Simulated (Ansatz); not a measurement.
**ClH6N3Sn: small, medium and large basis sets**

How large a basis does ClH6N3Sn need? Two functionals are run in growing sets.

Program: Ansatz 0.2.0, Gaussian basis. Level of theory: one geometry, several basis sets. These are calculated values, not measurements.

Levels to be run: PBE0-D4/def2-SVP; ωB97M-V/def2-SVP; PBE0-D4/def2-QZVPP; ωB97M-V/def2-QZVPP; the functionals' def2-TZVPP values are taken from earlier runs.

## (1) Structure used throughout

All runs share one geometry, relaxed beforehand with PBE0-D4 in a triple-zeta def2 set. Sn takes the def2 core potential; no spin-orbit term is included.

SMILES `[NH2][Sn]([NH2])([NH2])[Cl]`, 11 atoms, charge 0, spin multiplicity 1.

Atoms are counted from 1 here; the program's logs count them from 0.

Bond lengths: N1–Sn2 2.006 Å, N1–H6 1.013 Å, N1–H7 1.012 Å, Sn2–N3 2.006 Å, Sn2–N4 2.006 Å, Sn2–Cl5 2.355 Å, N3–H8 1.013 Å, N3–H9 1.012 Å, N4–H10 1.013 Å, N4–H11 1.012 Å. Angles: Sn2–N1–H6 112.0°, Sn2–N1–H7 113.6°, H6–N1–H7 108.2°, N1–Sn2–N3 109.1°, N1–Sn2–N4 109.2°, N1–Sn2–Cl5 109.8°, N3–Sn2–N4 109.2°, N3–Sn2–Cl5 109.8°, N4–Sn2–Cl5 109.7°, Sn2–N3–H8 112.0°, Sn2–N3–H9 113.6°, H8–N3–H9 108.2°, Sn2–N4–H10 112.0°, Sn2–N4–H11 113.6°, H10–N4–H11 108.2°.

## (2) PBE0-D4 in def2-SVP

Input file in.yaml:

```yaml
crystal:
  periodic: [false, false, false]
  atoms:
    - {symbol: N, position_ang: [-1.645319, 0.994035, -0.146541]}
    - {symbol: Sn, position_ang: [0.174974, 0.173227, 0.041417]}
    - {symbol: N, position_ang: [0.162130, -1.108104, 1.584289]}
    - {symbol: N, position_ang: [0.625296, -0.823266, -1.639967]}
    - {symbol: Cl, position_ang: [1.775014, 1.859060, 0.418089]}
    - {symbol: H, position_ang: [-1.955016, 1.013283, -1.110375]}
    - {symbol: H, position_ang: [-1.706936, 1.933491, 0.224311]}
    - {symbol: H, position_ang: [-0.642267, -0.972256, 2.184021]}
    - {symbol: H, position_ang: [0.995181, -1.062216, 2.156803]}
    - {symbol: H, position_ang: [1.015983, -1.737119, -1.446276]}
    - {symbol: H, position_ang: [1.266459, -0.327035, -2.245472]}
basis:
  gaussian: {orbitals: def2-SVP}
hamiltonian: {xc: pbe0, dispersion: d4}
output: {orbitals: {seedname: orbitals}}
```

Run with:

```console
> ansatz run in.yaml --threads 4 --pin off --events-out ev --progress --plain --max-ram 11315MiB
```

The runs that follow: ωB97M-V in def2-SVP; PBE0-D4 in def2-QZVPP; ωB97M-V in def2-QZVPP.

**Question.** What will the summary of the whole plan be? Wanted: PBE0-D4: double and triple zeta above quadruple; ωB97M-V: double and triple zeta above quadruple.

**Answer**, as computed:

| quantity | value |
| --- | --- |
| PBE0-D4: double and triple zeta above quadruple | 11.28, 0.73 eV |
| ωB97M-V: double and triple zeta above quadruple | 11.40, 0.70 eV |

**Reading.** PBE0-D4 gains 10.55 eV from double to triple zeta, then 0.73 eV more. Total energies overstate the basis error of differences, where much of it tends to cancel. The LUMO of ωB97M-V is positive and keeps falling with the basis (1.50 to 0.67 eV): an unbound level that the basis holds in place.
